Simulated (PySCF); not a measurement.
# [Eu(H2O)5]3+: forces at shaken geometries

How stiff is [Eu(H2O)5]3+? Its atoms are displaced at random by several amounts. It is a constructed species; whether it can be made isn't addressed.

Method: PBE0, Eu lcecp-1-SVP with ECP52, O def2-SVP, H def2-SVP; scalar-relativistic core potentials, no spin–orbit coupling; program: PySCF 2.14.0.

4 further runs of the same task are left out: 2 for a known fault of the program, 2 that didn't finish.

## 1. The system as given

16 atoms, charge 3, spin multiplicity 1.

Bond lengths: Eu1–O2 2.368 Å, Eu1–O5 2.368 Å, Eu1–O8 2.336 Å, Eu1–O11 2.366 Å, Eu1–O14 2.366 Å, O2–H3 0.979 Å, O2–H4 0.979 Å, O5–H6 0.979 Å, O5–H7 0.979 Å, O8–H9 0.981 Å, O8–H10 0.981 Å, O11–H12 0.980 Å, O11–H13 0.980 Å, O14–H15 0.980 Å, O14–H16 0.980 Å. Angles: O2–Eu1–O5 157.7°, O2–Eu1–O8 101.2°, O2–Eu1–O11 86.0°, O2–Eu1–O14 86.4°, O5–Eu1–O8 101.2°, O5–Eu1–O11 86.4°, O5–Eu1–O14 86.0°, O8–Eu1–O11 110.1°, O8–Eu1–O14 110.1°, O11–Eu1–O14 139.8°, Eu1–O2–H3 128.1°, Eu1–O2–H4 128.3°, H3–O2–H4 103.6°, Eu1–O5–H6 128.1°, Eu1–O5–H7 128.3°, H6–O5–H7 103.6°, Eu1–O8–H9 128.1°, Eu1–O8–H10 128.1° and more.

As a file:

```
Eu   -0.0221    0.0000    0.0000
O    -0.4809    0.0458    2.3231
H    -0.6157    0.8280    2.8964
H    -0.5975   -0.7108    2.9334
O    -0.4809   -0.0458   -2.3231
H    -0.6157   -0.8280   -2.8964
H    -0.5975    0.7108   -2.9334
O     2.3142    0.0000    0.0000
H     2.9200   -0.0146   -0.7715
H     2.9200    0.0146    0.7715
O    -0.8353    2.2214   -0.0360
H    -0.3202    3.0553   -0.0417
H    -1.7670    2.5257   -0.0522
O    -0.8353   -2.2214    0.0360
H    -1.7670   -2.5257    0.0522
H    -0.3202   -3.0553    0.0417
```

Formal oxidation states: Eu +3. Each metal's 6 4f electrons lie in its core potential, so multiplicities, spins and levels count the valence alone. An earlier session relaxed this geometry at PBE0, Eu lcecp-1-SVP with ECP52, O def2-SVP, H def2-SVP (singlet, point group C2v).

Its energy there is -415.879028 Eh.

## 2. Atoms moved at random, σ = 0.03 Å

The input, run.py (the lines that set the calculation):

```python
mol = gto.M(atom='''
Eu    -0.01951    -0.04529     0.01250
O     -0.43883    -0.00637     2.33476
H     -0.59465     0.81248     2.91185
H     -0.58501    -0.71977     2.95710
O     -0.52794     0.00429    -2.30977
H     -0.63096    -0.79210    -2.85614
H     -0.55174     0.70786    -2.94011
O      2.30529     0.05330    -0.02132
H      2.87822    -0.05828    -0.77824
H      2.92279    -0.00715     0.76450
O     -0.87272     2.23943    -0.07228
H     -0.30249     3.12664    -0.07449
H     -1.72571     2.51536    -0.04655
O     -0.81089    -2.28356     0.00258
H     -1.80369    -2.50872     0.04985
H     -0.34316    -3.03812     0.06577''',
    basis={'Eu': 'lcecp-1-SVP', 'O': 'def2-SVP', 'H': 'def2-SVP'},
    ecp={'Eu': 'lcecp-1-SVP'},
    charge=3, spin=0)
mf = dft.RKS(mol, xc='PBE0')
mf.grids.atom_grid = (50, 194)  # f atoms: unpruned, at least (60, 302)
mf = mf.density_fit()  # fitting sets: Eu AutoAux, O def2-universal-JKFIT, H def2-universal-JKFIT
mf.conv_tol = 1e-08; mf.max_cycle = 55
mf.kernel(dm0)  # dm0: the density of the relaxed state
```

The run is started by

```sh
$ OMP_NUM_THREADS=4 python run.py
```

## 3. Atoms moved at random, σ = 0.1 Å

The input, run.py (the lines that set the calculation):

```python
mol = gto.M(atom='''
Eu    -0.02470     0.07750    -0.12701
O     -0.63351     0.14527     2.39112
H     -0.67139     0.89409     2.95956
H     -0.61550    -0.65707     2.93990
O     -0.27811     0.05180    -2.33658
H     -0.64097    -0.92150    -2.92372
H     -0.55659     0.57769    -2.93668
O      2.44378    -0.02313    -0.01267
H      2.73711    -0.15378    -0.77369
H      2.99608     0.06223     0.69948
O     -0.77212     2.30559    -0.05825
H     -0.42019     2.98483     0.07109
H     -1.84142     2.49493    -0.08771
O     -0.73104    -2.25979     0.16324
H     -1.68921    -2.62181     0.04546
H     -0.40322    -2.95685    -0.01354''',
    basis={'Eu': 'lcecp-1-SVP', 'O': 'def2-SVP', 'H': 'def2-SVP'},
    ecp={'Eu': 'lcecp-1-SVP'},
    charge=3, spin=0)
mf = dft.RKS(mol, xc='PBE0')
mf.grids.atom_grid = (50, 194)  # f atoms: unpruned, at least (60, 302)
mf = mf.density_fit()  # fitting sets: Eu AutoAux, O def2-universal-JKFIT, H def2-universal-JKFIT
mf.conv_tol = 1e-08; mf.max_cycle = 55
mf.kernel(dm0)  # dm0: the density of the relaxed state
```

## 4. Atoms moved at random, σ = 0.03 Å

The input, run.py (the lines that set the calculation):

```python
mol = gto.M(atom='''
Eu    -0.02634     0.05940    -0.00444
O     -0.45370    -0.00967     2.29294
H     -0.71181     0.83524     2.89622
H     -0.61736    -0.71125     2.88551
O     -0.45382    -0.03324    -2.30069
H     -0.58814    -0.82687    -2.88766
H     -0.59552     0.73259    -2.91095
O      2.33111     0.01009     0.01775
H      2.92850    -0.01979    -0.77663
H      2.91952    -0.01942     0.79768
O     -0.81848     2.21007    -0.02451
H     -0.34635     3.04443    -0.04237
H     -1.80801     2.48873    -0.06489
O     -0.79324    -2.22822     0.07875
H     -1.75738    -2.50125     0.02806
H     -0.30996    -3.03083     0.01521''',
    basis={'Eu': 'lcecp-1-SVP', 'O': 'def2-SVP', 'H': 'def2-SVP'},
    ecp={'Eu': 'lcecp-1-SVP'},
    charge=3, spin=0)
mf = dft.RKS(mol, xc='PBE0')
mf.grids.atom_grid = (50, 194)  # f atoms: unpruned, at least (60, 302)
mf = mf.density_fit()  # fitting sets: Eu AutoAux, O def2-universal-JKFIT, H def2-universal-JKFIT
mf.conv_tol = 1e-08; mf.max_cycle = 55
mf.kernel(dm0)  # dm0: the density of the relaxed state
```

**Question.** What will these runs give? Wanted: for each run, σ; energy rise; harmonic estimate −½ F·u; largest force component.

As calculated:

| σ (Å) | energy rise (eV) | harmonic estimate −½ F·u (eV) | largest force component (eV/Å) |
| --- | --- | --- | --- |
| 0.03 | 0.761 | 0.786 | 6.79 |
| 0.1 | 6.460 | 6.502 | 18.41 |
| 0.03 | 0.426 | 0.418 | 4.69 |

Every displacement raises the energy. For a harmonic well the rise equals −½ F·u; the two differ by at most 3 % here (a move with σ = 0.03 Å), from anharmonicity, the grid and the small forces left at the relaxed point. These are double-zeta-type bases without diffuse functions. Spin–orbit coupling is left out.
